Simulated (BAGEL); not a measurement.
# CH3ClO2Si (SMILES ClC1O[SiH2]O1) at HF/def2-SVP (density fitting with qzvpp-jkfit)

Aim: the vertical singlet–triplet gap of CH3ClO2Si at HF/def2-SVP (density fitting with qzvpp-jkfit), from 2 runs. 

The results are computed with BAGEL 1.2.2.

2 further runs of the same task are left out: 1 that didn't finish, 1 set aside as unsound or not needed. Runs told in other sessions of the task aren't counted.

## 1. The system as given

CH3ClO2Si: 8 atoms, total charge 0, spin state singlet. SMILES: `ClC1O[SiH2]O1`. The shape is that of a PBE0-D4/def2-TZVP optimisation.

Bond lengths: Cl1–C2 1.787 Å, C2–O3 1.403 Å, O3–Si4 1.674 Å, C2–O5 1.403 Å, Si4–O5 1.674 Å, C2–H6 1.090 Å, Si4–H7 1.478 Å, Si4–H8 1.479 Å. Some angles: Cl1–C2–O3 111.5°, Cl1–C2–O5 111.5°, O3–C2–O5 102.3°, C2–O3–Si4 88.1°, O3–Si4–O5 81.5°, C2–O5–Si4 88.1°, Cl1–C2–H6 106.1°, O3–C2–H6 112.7°, O5–C2–H6 112.8°, O3–Si4–H7 114.7°.

## 2. The energy at HF/def2-SVP (density fitting with qzvpp-jkfit)

Contents of hf.json:

```json
{ "bagel": [

{
  "title": "molecule",
  "basis": "svp",
  "df_basis": "qzvpp-jkfit",
  "angstrom": true,
  "geometry": [
    { "atom": "Cl", "xyz": [   -2.195900,    0.509700,    0.974400 ] },
    { "atom": "C", "xyz": [   -0.524200,    0.766600,    0.397600 ] },
    { "atom": "O", "xyz": [    0.378500,   -0.100700,    1.032000 ] },
    { "atom": "Si", "xyz": [    0.716100,   -0.757900,   -0.470600 ] },
    { "atom": "O", "xyz": [   -0.384400,    0.408700,   -0.952100 ] },
    { "atom": "H", "xyz": [   -0.298600,    1.817300,    0.580700 ] },
    { "atom": "H", "xyz": [    2.098700,   -0.537900,   -0.945700 ] },
    { "atom": "H", "xyz": [    0.301900,   -2.163000,   -0.672100 ] }
  ]
},
{ "title": "hf" },
{ "title": "print", "file": "orbitals.molden", "orbitals": true }

]}
```

Launch:

```sh
$ BAGEL_NUM_THREADS=1 BAGEL hf.json > hf.out
```

Log:

```text
* using 1 threads per process

  ===============================================================
  ===============================================================

  *** Geometry ***

  { "atom" : "Cl", "xyz" : [     -4.149650,      0.963193,      1.841349 ] },
  { "atom" : "C", "xyz" : [     -0.990594,      1.448664,      0.751355 ] },
  { "atom" : "O", "xyz" : [      0.715261,     -0.190295,      1.950197 ] },
  { "atom" : "Si", "xyz" : [      1.353233,     -1.432223,     -0.889305 ] },
  { "atom" : "O", "xyz" : [     -0.726411,      0.772331,     -1.799208 ] },
  { "atom" : "H", "xyz" : [     -0.564272,      3.434199,      1.097364 ] },
  { "atom" : "H", "xyz" : [      3.965968,     -1.016484,     -1.787114 ] },
  { "atom" : "H", "xyz" : [      0.570508,     -4.087478,     -1.270085 ] },

  Number of auxiliary basis functions:      539

  Since a DF basis is specified, we compute 2- and 3-index integrals:
    o Being stored without compression. Storage requirement is 0.037 GB

  Number of basis functions:       93
  Number of electrons      :       56

    * METHOD: MOLECULE                             0.28

  *** RHF ***

  === Nuclear Repulsion ===
   300.1253325224

      * DIIS with orbital gradients will be used.

  === RHF iteration (svp) ===
      0       -937.19316811          0.01753632           0.13
      1       -937.34452433          0.01140231           0.12
      2       -937.41899539          0.00115392           0.12
      3       -937.42058780          0.00024696           0.11
      4       -937.42066059          0.00006839           0.12
      5       -937.42066995          0.00002228           0.12
      6       -937.42067062          0.00000824           0.12
      7       -937.42067070          0.00000207           0.12
      8       -937.42067071          0.00000055           0.12
      9       -937.42067071          0.00000028           0.11
     10       -937.42067071          0.00000007           0.11
     11       -937.42067071          0.00000002           0.12
     12       -937.42067071          0.00000001           0.12
    * SCF iteration converged.

    * Permanent dipole moment:
           (   -0.898393,     0.244820,     0.408278) a.u.

    * METHOD: HF                                   1.76

    * METHOD: PRINT                                0.01

  ===============================================================
```

It took 2.2 s on 1 thread of Arm Neoverse V2, shared host; peak memory 0.15 GiB.

## 3. The triplet

Contents of hf.json:

```json
{ "bagel" : [

{
  "title" : "molecule",
  "basis" : "svp",
  "df_basis" : "qzvpp-jkfit",
  "angstrom" : true,
  "geometry" : [
    { "atom" : "Cl", "xyz" : [   -2.195900,    0.509700,    0.974400 ] },
    { "atom" : "C", "xyz" : [   -0.524200,    0.766600,    0.397600 ] },
    { "atom" : "O", "xyz" : [    0.378500,   -0.100700,    1.032000 ] },
    { "atom" : "Si", "xyz" : [    0.716100,   -0.757900,   -0.470600 ] },
    { "atom" : "O", "xyz" : [   -0.384400,    0.408700,   -0.952100 ] },
    { "atom" : "H", "xyz" : [   -0.298600,    1.817300,    0.580700 ] },
    { "atom" : "H", "xyz" : [    2.098700,   -0.537900,   -0.945700 ] },
    { "atom" : "H", "xyz" : [    0.301900,   -2.163000,   -0.672100 ] }
  ]
},
{
  "title" : "uhf",
  "nopen" : 2
},
{
  "title" : "print",
  "file" : "orbitals.molden",
  "orbitals" : true
}

]}
```

Launch:

```sh
$ BAGEL_NUM_THREADS=1 BAGEL hf.json > hf.out
```

Log:

```text
* using 1 threads per process

  ===============================================================
  ===============================================================

  *** Geometry ***

  { "atom" : "Cl", "xyz" : [     -4.149650,      0.963193,      1.841349 ] },
  { "atom" : "C", "xyz" : [     -0.990594,      1.448664,      0.751355 ] },
  { "atom" : "O", "xyz" : [      0.715261,     -0.190295,      1.950197 ] },
  { "atom" : "Si", "xyz" : [      1.353233,     -1.432223,     -0.889305 ] },
  { "atom" : "O", "xyz" : [     -0.726411,      0.772331,     -1.799208 ] },
  { "atom" : "H", "xyz" : [     -0.564272,      3.434199,      1.097364 ] },
  { "atom" : "H", "xyz" : [      3.965968,     -1.016484,     -1.787114 ] },
  { "atom" : "H", "xyz" : [      0.570508,     -4.087478,     -1.270085 ] },

  Number of auxiliary basis functions:      539

  Since a DF basis is specified, we compute 2- and 3-index integrals:
    o Being stored without compression. Storage requirement is 0.037 GB

  Number of basis functions:       93
  Number of electrons      :       56

    * METHOD: MOLECULE                             0.29

  *** Open-shell HF ***

  === Nuclear Repulsion ===
   300.1253325224

      * DIIS with orbital gradients will be used.

  === UHF iteration (svp) ===
      0       -936.88160453          0.03398413           0.24
      1       -937.03077399          0.02424212           0.25
      2       -937.08392147          0.01632505           0.24
      3       -937.12763397          0.00102265           0.24
      4       -937.12915707          0.00045462           0.25
      5       -937.12958645          0.00033414           0.25
      6       -937.12991693          0.00025536           0.25
      7       -937.13009811          0.00019193           0.25
      8       -937.13025259          0.00014407           0.25
      9       -937.13036607          0.00006556           0.25
     10       -937.13039320          0.00002896           0.25
     11       -937.13039754          0.00001812           0.25
     12       -937.13039915          0.00000774           0.25
     13       -937.13039961          0.00000599           0.25
     14       -937.13039975          0.00000504           0.24
     15       -937.13039981          0.00000469           0.25
     16       -937.13039988          0.00000422           0.25
     17       -937.13039999          0.00000326           0.23
     18       -937.13040006          0.00000209           0.24
     19       -937.13040010          0.00000095           0.25
     20       -937.13040011          0.00000047           0.25
     21       -937.13040011          0.00000018           0.25
     22       -937.13040011          0.00000011           0.26
     23       -937.13040011          0.00000008           0.24
     24       -937.13040011          0.00000007           0.27
     25       -937.13040011          0.00000005           0.26
     26       -937.13040011          0.00000004           0.24
     27       -937.13040011          0.00000003           0.24
     28       -937.13040011          0.00000002           0.25
     29       -937.13040011          0.00000002           0.24
     30       -937.13040011          0.00000001           0.24
     31       -937.13040011          0.00000001           0.25
     32       -937.13040011          0.00000001           0.24
    * SCF iteration converged.

    * S^2 (UHF) is 2.0225

    * Permanent dipole moment:
           (   -0.730488,     0.268936,     0.349830) a.u.

    * METHOD: UHF                                  8.37

    * METHOD: PRINT                                0.01

  ===============================================================
```

Wall time 9 s (1 thread of Arm Neoverse V2, shared host); peak memory 0.15 GiB.

## 4. What came out

Level: HF/def2-SVP (density fitting with qzvpp-jkfit).

```
                                        quantity          value
                           singlet: total energy  -937.42067 Eh
                          singlet: dipole moment         2.58 D
                            singlet: HOMO energy      -12.20 eV
                            singlet: LUMO energy        2.96 eV
                          singlet: HOMO–LUMO gap       15.16 eV
                           triplet: total energy  -937.13040 Eh
                          triplet: dipole moment         2.17 D
                                   triplet: ⟨S²⟩          2.022
vertical energy of the triplet above the singlet       7.899 eV
```

In words: At this shape the triplet lies 7.90 eV (762 kJ/mol) above the singlet.
